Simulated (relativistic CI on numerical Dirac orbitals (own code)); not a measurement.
# Ru²⁺: one ion under different settings

How much do the settings matter for Ru²⁺? One ion, several inputs.

Program: relativistic CI on numerical Dirac orbitals (own code) version 3. Level of theory: Dirac-Coulomb-Breit CI, KLI orbitals optimised for each configuration, model QED (radiative potential, 1s self-energy scaled to tabulated hydrogen-like ionisation energies), numerical settings as typed. These are calculated values, not measurements, unless marked.

## (1) Starting point

| Quantity | Value |
| --- | --- |
| ion | Ru²⁺ (Ru III) |
| nuclear charge | 44 |
| electrons | 42 |
| isotope | A = 102 |

## (2) The usual input

The run's settings:

```ini
atom Ru  Z=44  charge=2  electrons=42
nucleus A=102  rms_radius_fm=4.4809
hamiltonian dirac-coulomb  breit=on  qed=on  c_scale=1
orbitals kli  potential=per-configuration
slater_scale 1
correlation none
mixing on
grid step=0.0125 r_max=49.7
scf mixing=0.4 start=green max_iterations=150 tolerance=2e-08 node_fill=0.05
configurations
  [Kr] 4d6
end
```

On the command line:

```console
> python run_levels.py task.json out
```

One command runs all members of the session, one after another, from task.json.

The program writes no log. Results of the run, from its result record (rounded, main fields):

```text
{
  "status": "converged",
  "levels [i, E_cm, J2, conf, term, w_term, w_jj]": [
    [0, 0, 8, "4d6", "5D", 0.9906, 0.4761],
    [1, 1073.5092, 6, "4d6", "5D", 0.9954, 0.5437],
    [2, 1740.8804, 4, "4d6", "5D", 0.9905, 0.6195],
    [3, 2166.1085, 2, "4d6", "5D", 0.9881, 0.4703],
    [4, 2371.2238, 0, "4d6", "5D", 0.9867, 0.7028],
    [5, 17451.588, 12, "4d6", "3H", 0.9822, 0.7261],
    [6, 17832.91, 10, "4d6", "3H", 0.915, 0.6515],
    [7, 17885.908, 8, "4d6", "3H", 0.7694, 0.3603],
    [8, 18663.771, 4, "4d6", "3P", 0.9724, 0.3943],
    [9, 19874.808, 8, "4d6", "3F", 0.726, 0.685],
    [10, 20315.879, 6, "4d6", "3F", 0.8423, 0.6424],
    [11, 20831.827, 4, "4d6", "3F", 0.9841, 0.4312],
    [12, 21846.585, 2, "4d6", "3P", 0.973, 0.569],
    [13, 22157.133, 10, "4d6", "3G", 0.915, 0.6515],
    "... 16 more rows left out ..."
  ],
  "total_energy [Ha]": -4523.8156516,
  "n_levels_all": 34,
  "overlap": 2.62873e-12,
  "scf_iterations": [12],
  "orbital_energies [Ha]": {"1s": -805.903, "2s": -116.671, "2p1/2": -107.836, "2p3/2": -103.038, "3s": -21.4452, "3p1/2": -18.0201, "3p3/2": -17.2038, "3d3/2": -11.1526, "3d5/2": -10.9939, "4s": -3.74494, "4p1/2": -2.72957, "4p3/2": -2.60707, "4d3/2": -1.10841, "4d5/2": -1.09508},
  "configurations [conf, odd, states, E_av_Ha, breit_Ha, qed_Ha]": [
    ["4d6", 0, 210, -4528.438711, 2.845, 1.901]
  ],
  "scf_steps of the first configuration [iteration, E_Ha, residual, outer_eigenvalue_Ha]": [
    [1, -4514.947662, 2.03, -2.195],
    [2, -4527.16365, 0.634, -1.279],
    [3, -4528.385654, 0.127, -1.054],
    [4, -4528.425938, 0.0736, -1.152],
    [5, -4528.438447, 0.0203, -1.116],
    [6, -4528.438629, 0.000817, -1.094],
    [7, -4528.438695, 0.000193, -1.095],
    [8, -4528.438713, 3.45e-05, -1.095],
    [9, -4528.438711, 2.23e-06, -1.095],
    [10, -4528.438711, 1.04e-06, -1.095],
    [11, -4528.438711, 4.71e-08, -1.095],
    [12, -4528.438711, 1.13e-08, -1.095]
  ]
}
```

Wall time 0.091 s (1 thread, shared host).

## (3) Speed-of-light factor 1.25

The settings differ from step 2 so:

```diff
@@ -2,3 +2,3 @@
 nucleus A=102  rms_radius_fm=4.4809
-hamiltonian dirac-coulomb  breit=on  qed=on  c_scale=1
+hamiltonian dirac-coulomb  breit=on  qed=on  c_scale=1.25
 orbitals kli  potential=per-configuration
```

From the record:

```text
{
  "status": "converged",
  "levels [i, E_cm, J2, conf, term, w_term]": [
    [0, 0, 8, "4d6", "5D", 0.996],
    [1, 678.58743, 6, "4d6", "5D", 0.998],
    [2, 1132.7251, 4, "4d6", "5D", 0.9963],
    [3, 1421.2367, 2, "4d6", "5D", 0.995],
    [4, 1561.6721, 0, "4d6", "5D", 0.9942],
    [5, 17337.382, 12, "4d6", "3H", 0.992],
    [6, 17634.723, 10, "4d6", "3H", 0.9629],
    [7, 17812.698, 8, "4d6", "3H", 0.928],
    "... 22 more rows left out ..."
  ],
  "total_energy [Ha]": -4492.4001463,
  "n_levels_all": 34,
  "overlap": 2.54033e-12,
  "scf_iterations": [11],
  "orbital_energies [Ha]": {"1s": -797.835, "2s": -114.743, "2p1/2": -106.111, "2p3/2": -103.109, "3s": -21.0754, "3p1/2": -17.7143, "3p3/2": -17.2049, "3d3/2": -11.1783, "3d5/2": -11.0766, "4s": -3.6808, "4p1/2": -2.68428, "4p3/2": -2.60787, "4d3/2": -1.1115, "4d5/2": -1.10291},
  "configurations [conf, odd, states, E_av_Ha, breit_Ha, qed_Ha]": [
    ["4d6", 0, 210, -4495.770899, 1.802, 1.69]
  ],
  "scf_steps of the first configuration [iteration, E_Ha, residual, outer_eigenvalue_Ha]": [
    [1, -4483.135613, 1.97, -2.188],
    [2, -4494.591574, 0.605, -1.288],
    [3, -4495.723813, 0.118, -1.064],
    [4, -4495.759394, 0.0703, -1.157],
    [5, -4495.770732, 0.0192, -1.123],
    [6, -4495.770821, 0.000786, -1.102],
    [7, -4495.770877, 0.000203, -1.103],
    [8, -4495.770901, 3.62e-05, -1.103],
    [9, -4495.770899, 1.76e-06, -1.103],
    [10, -4495.770899, 7.71e-07, -1.103],
    [11, -4495.770899, 1.89e-08, -1.103]
  ]
}
```

Run time: 0.089 s. Hardware: 1 thread, shared host.

A changed speed of light describes a fictitious ion. The QED potentials keep the true α.

## (4) QED terms off, tolerance 1e-10

The run's settings:

```ini
atom Ru  Z=44  charge=2  electrons=42
nucleus A=102  rms_radius_fm=4.4809
hamiltonian dirac-coulomb  breit=on  qed=off  c_scale=1
orbitals kli  potential=per-configuration
slater_scale 1
correlation none
mixing on
grid step=0.0125 r_max=49.7
scf mixing=0.4 start=green max_iterations=150 tolerance=1e-10 node_fill=0.05
configurations
  [Kr] 4d6
end
```

From the record:

```text
{
  "status": "converged",
  "levels [i, E_cm, J2, conf, term, w_term]": [
    [0, 0, 8, "4d6", "5D", 0.9906],
    [1, 1069.4312, 6, "4d6", "5D", 0.9954],
    [2, 1734.78, 4, "4d6", "5D", 0.9905],
    [3, 2158.6495, 2, "4d6", "5D", 0.9882],
    [4, 2363.1311, 0, "4d6", "5D", 0.9868],
    [5, 17449.625, 12, "4d6", "3H", 0.9823],
    [6, 17830.295, 10, "4d6", "3H", 0.9155],
    [7, 17885.527, 8, "4d6", "3H", 0.7713],
    "... 22 more rows left out ..."
  ],
  "total_energy [Ha]": -4525.7166236,
  "n_levels_all": 34,
  "overlap": 2.62698e-12,
  "scf_iterations": [13],
  "orbital_energies [Ha]": {"1s": -805.903, "2s": -116.671, "2p1/2": -107.836, "2p3/2": -103.038, "3s": -21.4452, "3p1/2": -18.0201, "3p3/2": -17.2038, "3d3/2": -11.1526, "3d5/2": -10.9939, "4s": -3.74494, "4p1/2": -2.72957, "4p3/2": -2.60707, "4d3/2": -1.10841, "4d5/2": -1.09508},
  "configurations [conf, odd, states, E_av_Ha, breit_Ha, qed_Ha]": [
    ["4d6", 0, 210, -4528.438711, 2.845, 0]
  ],
  "scf_steps of the first configuration [iteration, E_Ha, residual, outer_eigenvalue_Ha]": [
    [1, -4514.947662, 2.03, -2.195],
    [2, -4527.16365, 0.634, -1.279],
    [3, -4528.385654, 0.127, -1.054],
    [4, -4528.425938, 0.0736, -1.152],
    [5, -4528.438447, 0.0203, -1.116],
    [6, -4528.438629, 0.000817, -1.094],
    [7, -4528.438695, 0.000193, -1.095],
    [8, -4528.438713, 3.45e-05, -1.095],
    [9, -4528.438711, 2.23e-06, -1.095],
    [10, -4528.438711, 1.04e-06, -1.095],
    [11, -4528.438711, 4.71e-08, -1.095],
    [12, -4528.438711, 1.13e-08, -1.095],
    [13, -4528.438711, 1.95e-11, -1.095]
  ]
}
```

It took 0.064 s on 1 thread, shared host.

## (5) Grid step 0.03

The run's settings:

```ini
atom Ru  Z=44  charge=2  electrons=42
nucleus A=102  rms_radius_fm=4.4809
hamiltonian dirac-coulomb  breit=on  qed=on  c_scale=1
orbitals kli  potential=per-configuration
slater_scale 1
correlation none
mixing on
grid step=0.03 r_max=49.7
scf mixing=0.4 start=green max_iterations=150 tolerance=2e-08 node_fill=0.05
configurations
  [Kr] 4d6
end
```

From the record:

```text
{
  "status": "converged",
  "levels [i, E_cm, J2, conf, term, w_term]": [
    [0, 0, 8, "4d6", "5D", 0.9906],
    [1, 1073.5083, 6, "4d6", "5D", 0.9954],
    [2, 1740.879, 4, "4d6", "5D", 0.9905],
    [3, 2166.1068, 2, "4d6", "5D", 0.9881],
    [4, 2371.222, 0, "4d6", "5D", 0.9867],
    [5, 17451.585, 12, "4d6", "3H", 0.9822],
    [6, 17832.907, 10, "4d6", "3H", 0.915],
    [7, 17885.905, 8, "4d6", "3H", 0.7694],
    "... 22 more rows left out ..."
  ],
  "total_energy [Ha]": -4523.8153833,
  "n_levels_all": 34,
  "overlap": 1.21199e-09,
  "scf_iterations": [11],
  "orbital_energies [Ha]": {"1s": -805.903, "2s": -116.671, "2p1/2": -107.836, "2p3/2": -103.038, "3s": -21.4452, "3p1/2": -18.0201, "3p3/2": -17.2038, "3d3/2": -11.1526, "3d5/2": -10.9939, "4s": -3.74494, "4p1/2": -2.72957, "4p3/2": -2.60707, "4d3/2": -1.10841, "4d5/2": -1.09508},
  "configurations [conf, odd, states, E_av_Ha, breit_Ha, qed_Ha]": [
    ["4d6", 0, 210, -4528.438444, 2.845, 1.901]
  ],
  "scf_steps of the first configuration [iteration, E_Ha, residual, outer_eigenvalue_Ha]": [
    [1, -4514.947401, 2.03, -2.195],
    [2, -4527.163384, 0.634, -1.279],
    [3, -4528.385387, 0.127, -1.054],
    [4, -4528.425662, 0.0736, -1.152],
    [5, -4528.438179, 0.0203, -1.116],
    [6, -4528.438363, 0.000813, -1.094],
    [7, -4528.438417, 0.000241, -1.095],
    [8, -4528.438446, 3.58e-05, -1.095],
    [9, -4528.438444, 1.46e-06, -1.095],
    [10, -4528.438444, 6.14e-07, -1.095],
    [11, -4528.438444, 9.86e-09, -1.095]
  ]
}
```

It took 0.045 s on 1 thread, shared host.

## (6) Nuclear radius 5.8252, grid step 0.008, speed-of-light factor 2

The run's settings:

```ini
atom Ru  Z=44  charge=2  electrons=42
nucleus A=102  rms_radius_fm=5.8252
hamiltonian dirac-coulomb  breit=on  qed=on  c_scale=2
orbitals kli  potential=per-configuration
slater_scale 1
correlation none
mixing on
grid step=0.008 r_max=49.7
scf mixing=0.4 start=green max_iterations=150 tolerance=2e-08 node_fill=0.05
configurations
  [Kr] 4d6
end
```

From the record:

```text
{
  "status": "converged",
  "levels [i, E_cm, J2, conf, term, w_term]": [
    [0, 0, 8, "4d6", "5D", 0.9994],
    [1, 261.19227, 6, "4d6", "5D", 0.9997],
    [2, 448.82887, 4, "4d6", "5D", 0.9995],
    [3, 570.69759, 2, "4d6", "5D", 0.9992],
    [4, 630.75742, 0, "4d6", "5D", 0.999],
    [5, 17215.522, 12, "4d6", "3H", 0.9987],
    [6, 17354.736, 10, "4d6", "3H", 0.9944],
    [7, 17463.798, 8, "4d6", "3H", 0.9928],
    "... 22 more rows left out ..."
  ],
  "total_energy [Ha]": -4459.656487,
  "n_levels_all": 34,
  "overlap": 1.12533e-13,
  "scf_iterations": [12],
  "orbital_energies [Ha]": {"1s": -789.426, "2s": -112.747, "2p1/2": -104.322, "2p3/2": -103.178, "3s": -20.6929, "3p1/2": -17.3982, "3p3/2": -17.2044, "3d3/2": -11.2045, "3d5/2": -11.1647, "4s": -3.61463, "4p1/2": -2.63764, "4p3/2": -2.6086, "4d3/2": -1.11484, "4d5/2": -1.11146},
  "configurations [conf, odd, states, E_av_Ha, breit_Ha, qed_Ha]": [
    ["4d6", 0, 210, -4461.693712, 0.6962, 1.46]
  ],
  "scf_steps of the first configuration [iteration, E_Ha, residual, outer_eigenvalue_Ha]": [
    [1, -4449.925882, 1.92, -2.181],
    [2, -4460.610188, 0.576, -1.298],
    [3, -4461.652406, 0.11, -1.075],
    [4, -4461.683482, 0.0668, -1.164],
    [5, -4461.693633, 0.0181, -1.131],
    [6, -4461.693636, 0.000764, -1.111],
    [7, -4461.693699, 0.000147, -1.111],
    [8, -4461.693714, 3.04e-05, -1.111],
    [9, -4461.693712, 1.63e-06, -1.111],
    [10, -4461.693712, 6.94e-07, -1.111],
    [11, -4461.693712, 3e-08, -1.111],
    [12, -4461.693712, 3.14e-09, -1.111]
  ]
}
```

Run time: 0.14 s. Hardware: 1 thread, shared host.

A changed speed of light describes a fictitious ion. The QED potentials keep the true α.

## (7) The runs side by side

| setting | total energy less usual (Ha) | largest shift of a level among the lowest eight of both runs, same label and place (cm⁻¹) | SCF iterations | time | lowest level | kind of change |
| --- | --- | --- | --- | --- | --- | --- |
| usual | 0 | 0 | 12 | 0.091 s | 4d6 5D4 | - |
| speed-of-light factor 1.25 | 31.4 | 810 | 11 | 0.089 s | 4d6 5D4 | unphysical constant |
| QED terms off, tolerance 1e-10 | -1.9 | 8.09 | 13 | 0.064 s | 4d6 5D4 | model term |
| grid step 0.03 | 0.000268 | 0 | 11 | 0.045 s | 4d6 5D4 | numerical |
| nuclear radius 5.8252, grid step 0.008, speed-of-light factor 2 | 64.2 | 1740 | 12 | 0.14 s | 4d6 5D4 | unphysical constant |

## (8) Outcome

```
                    quantity          value
lowest level, usual settings        4d6 5D4
                total energy  -4523.8157 Ha
            first excitation    1073.5 cm⁻¹
```

Among the runs whose levels can be followed, they move most under «nuclear radius 5.8252, grid step 0.008, speed-of-light factor 2» (unphysical constant), by up to 1740 cm⁻¹. Only the listed configurations are in the model. Near neutrality, missing correlation can shift configurations against each other by thousands of cm⁻¹.
